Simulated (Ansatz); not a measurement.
# C2H8AlClSi: a ladder of functionals and wavefunction methods

An exercise on one series of results from a longer session: the logs are not shown, and one member is left open.

Method: functionals in def2-TZVPP, the program's frozen cores in correlated methods; program: Ansatz 0.2.0, Gaussian basis.

The runs, in order: PBE-D4, r2SCAN-D4, PBE0-D4, B3LYP-D4, ωB97X-V, ωB97M-V, B2PLYP; CCSD(T)/def2-TZVPP; MP2/def2-QZVPP; extrapolation to the limit.

## The relaxed structure

The geometry comes from an earlier relaxation with PBE0-D4 in a triple-zeta def2 set; it is a stationary point, not always the lowest conformer.

13 atoms, charge 0, spin multiplicity 1.

Atoms are counted from 1 here; the program's logs count them from 0.

Bond lengths: Al1–C2 1.970 Å, Al1–Cl3 2.399 Å, Al1–H6 1.582 Å, Al1–H7 1.584 Å, C2–Cl3 1.928 Å, C2–C4 1.490 Å, C2–H8 1.089 Å, C4–Si5 1.890 Å, C4–H9 1.096 Å, C4–H10 1.095 Å, Si5–H11 1.485 Å, Si5–H12 1.487 Å, Si5–H13 1.487 Å. Angles: C2–Al1–Cl3 51.2°, C2–Al1–H6 119.0°, C2–Al1–H7 115.7°, Cl3–Al1–H6 109.9°, Cl3–Al1–H7 108.9°, H6–Al1–H7 124.8°, Al1–C2–Cl3 75.9°, Al1–C2–C4 125.0°, Al1–C2–H8 118.6°, Cl3–C2–C4 110.9°, Cl3–C2–H8 101.4°, C4–C2–H8 113.2°, Al1–Cl3–C2 52.8°, C2–C4–Si5 108.7°, C2–C4–H9 113.5°, C2–C4–H10 111.5°, Si5–C4–H9 108.4°, Si5–C4–H10 106.7° and more.

The first run:

The input, in.yaml:

```yaml
crystal:
  periodic: [false, false, false]
  atoms:
    - {symbol: Al, position_ang: [-1.835653, 0.510662, 1.157380]}
    - {symbol: C, position_ang: [-0.008886, -0.188153, 0.917949]}
    - {symbol: Cl, position_ang: [0.089148, 0.827989, 2.553311]}
    - {symbol: C, position_ang: [0.975439, 0.314738, -0.081156]}
    - {symbol: Si, position_ang: [0.751578, -0.651443, -1.689615]}
    - {symbol: H, position_ang: [-2.904744, -0.379321, 1.909889]}
    - {symbol: H, position_ang: [-2.155869, 1.868677, 0.407862]}
    - {symbol: H, position_ang: [0.215353, -1.192861, 1.273895]}
    - {symbol: H, position_ang: [2.017552, 0.210928, 0.242071]}
    - {symbol: H, position_ang: [0.801735, 1.368623, -0.320885]}
    - {symbol: H, position_ang: [1.748963, -0.184117, -2.686328]}
    - {symbol: H, position_ang: [-0.619780, -0.434581, -2.221145]}
    - {symbol: H, position_ang: [0.945665, -2.105742, -1.448431]}
basis:
  gaussian: {orbitals: def2-TZVPP}
hamiltonian: {xc: pbe, dispersion: d4}
output: {forces: true, orbitals: {seedname: orbitals}}
```

Launch:

```
> ansatz run in.yaml --threads 4 --pin off --events-out ev --progress --plain --max-ram 10444MiB
```

Among the steps run: PBE-D4 (GGA); r2SCAN-D4 (meta-GGA); PBE0-D4 (hybrid); B3LYP-D4 (hybrid); ωB97X-V (range-separated); ωB97M-V (range-separated); B2PLYP (double hybrid); CCSD(T) in def2-TZVPP; MP2 in def2-QZVPP.

One table of the session follows, with a row left open; its other results are not shown here.

It belongs to the step «Atomisation energies». 

```
            method  atomisation energy (kJ/mol)
            PBE-D4                       4222.0
         r2SCAN-D4                       4218.3
           PBE0-D4                       4191.7
          B3LYP-D4                       4191.9
           ωB97X-V                       4223.3
           ωB97M-V                       4216.3
            B2PLYP                       4139.7
     HF/def2-TZVPP                       3161.2
    MP2/def2-TZVPP                       4124.7
   CCSD/def2-TZVPP                       4049.8
CCSD(T)/def2-TZVPP                            ?
           MP2/CBS                       4227.6
       CCSD(T)/CBS                       4205.8
```

Q: Estimate the row for CCSD(T)/def2-TZVPP from the others.

**Answer.** atomisation energy (kJ/mol): 4102.9. In the column «atomisation energy (kJ/mol)» it lies between CCSD/def2-TZVPP (4049.8) and MP2/def2-TZVPP (4124.7).

To keep in mind: Free atoms (1 Al, 2 C, 1 Cl, 1 Si, 8 H) were run apart at each level; the atomisation energy is their sum less the molecule, without zero-point or spin-orbit terms.
